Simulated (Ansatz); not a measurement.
# AlClH6SiSn: the cost of one run

Program: the Python package of Ansatz 0.2.0. Level of theory: PBE/def2-SVP. These are calculated values, not measurements.

## Step 1: Starting point

Bond lengths: Si1–Al2 2.304 Å, Al2–Cl3 2.181 Å, Al2–Sn4 2.588 Å, Si1–H5 1.501 Å, Si1–H6 1.533 Å, Si1–H7 1.477 Å, Sn4–H8 1.774 Å, Sn4–H9 1.736 Å, Sn4–H10 1.792 Å. Angles (14 of 15 angles, heavy atoms first): Si1–Al2–Cl3 118.9°, Si1–Al2–Sn4 122.0°, Cl3–Al2–Sn4 119.1°, Al2–Si1–H5 111.4°, Al2–Si1–H6 110.4°, Al2–Si1–H7 112.0°, Al2–Sn4–H8 108.6°, Al2–Sn4–H9 113.2°, Al2–Sn4–H10 110.8°, H5–Si1–H6 106.4°, H5–Si1–H7 109.3°, H6–Si1–H7 107.2°, H8–Sn4–H9 109.5°, H8–Sn4–H10 106.7°.

No structure file is read: the coordinates are typed or built in the script.

## Step 2: Script

Contents of alclh6sisn_scan.py:

```python
# -*- coding: utf-8 -*-
"""Potential curve of AlClH6SiSn along one bond."""

import ansatz as az
import matplotlib.pyplot as plt
import numpy as np

GEOMETRY = """
Si    0.01640    1.30380   -1.69460
Al    0.92530   -0.11130   -0.12010
Cl    3.06740   -0.51890   -0.18090
Sn   -0.51950   -1.23510    1.71000
H    -1.04540    0.61500   -2.50070
H    -0.66270    2.49600   -1.01160
H     1.04280    1.84940   -2.60530
H    -1.78100   -2.20000    0.92040
H     0.39870   -2.24670    2.78150
H    -1.35890   -0.00340    2.70430
"""

system = az.Crystal.molecule()
for line in GEOMETRY.strip().splitlines():
    symbol, *xyz = line.split()
    system = system.atom(symbol, [float(v) for v in xyz])

symbols = [site.symbol for site in system.cartesian_sites]
start = np.array([site.position_ang for site in system.cartesian_sites])
axis = (start[3] - start[1]) / np.linalg.norm(start[3] - start[1])
moving = [3, 7, 8, 9]
lengths, energies = [2.2, 2.38, 2.59, 2.85, 3.24, 3.88, 4.66, 5.69], []
for length in lengths:
    xyz = start.copy()
    xyz[moving] += (length - np.linalg.norm(start[3] - start[1])) * axis
    point = az.Crystal.molecule()
    for symbol, xyz in zip(symbols, xyz):
        point = point.atom(symbol, xyz.tolist())
    job = (
        point.calculation()
        .basis(gaussian="def2-SVP")
        .functional("PBE")
    )
    report = job.run(threads=1, backend="cpu").report
    energies.append(report["free_energy_ev"])
    print(f"r = {length:6.3f} A  E = {energies[-1]:.5f} eV  <S^2> = {abs(report['mean_field']['state']['spin_squared']):.3f}")

print("energy above the lowest point (eV):", [round(e - min(energies), 3) for e in energies])
plt.figure(figsize=(4.5, 3))
plt.plot(lengths, np.array(energies) - min(energies), "o-")
plt.xlabel("bond length (A)")
plt.ylabel("E - E(min) (eV)")
plt.tight_layout()
plt.savefig("scan.png", dpi=100)
```

## Step 3: The input behind the calls

The package turns the script's settings into the engine's input (first run):

```yaml
crystal:
  periodic: [false, false, false]
  atoms:
    - { symbol: Si, position_ang: [0.0164, 1.3038, -1.6946] }
    - { symbol: Al, position_ang: [0.9253, -0.1113, -0.1201] }
    - { symbol: Cl, position_ang: [3.0674, -0.5189, -0.1809] }
    - { symbol: Sn, position_ang: [-0.30271789893853673, -1.06648169630892, 1.4354063377958306] }
    - { symbol: H, position_ang: [-1.0454, 0.615, -2.5007] }
    - { symbol: H, position_ang: [-0.6627, 2.496, -1.0116] }
    - { symbol: H, position_ang: [1.0428, 1.8494, -2.6053] }
    - { symbol: H, position_ang: [-1.5642178989385367, -2.03138169630892, 0.6458063377958306] }
    - { symbol: H, position_ang: [0.6154821010614632, -2.07808169630892, 2.5069063377958303] }
    - { symbol: H, position_ang: [-1.1421178989385368, 0.16521830369108004, 2.429706337795831] }
basis:
  gaussian:
    orbitals: def2-SVP
hamiltonian:
  xc: pbe
```

## Step 4: Running it

On the command line:

```console
$ python alclh6sisn_scan.py
```

What time and memory should one allow on 1 thread of Arm Neoverse V2, shared host?

About 31 s, with a peak of 0.26 GiB.
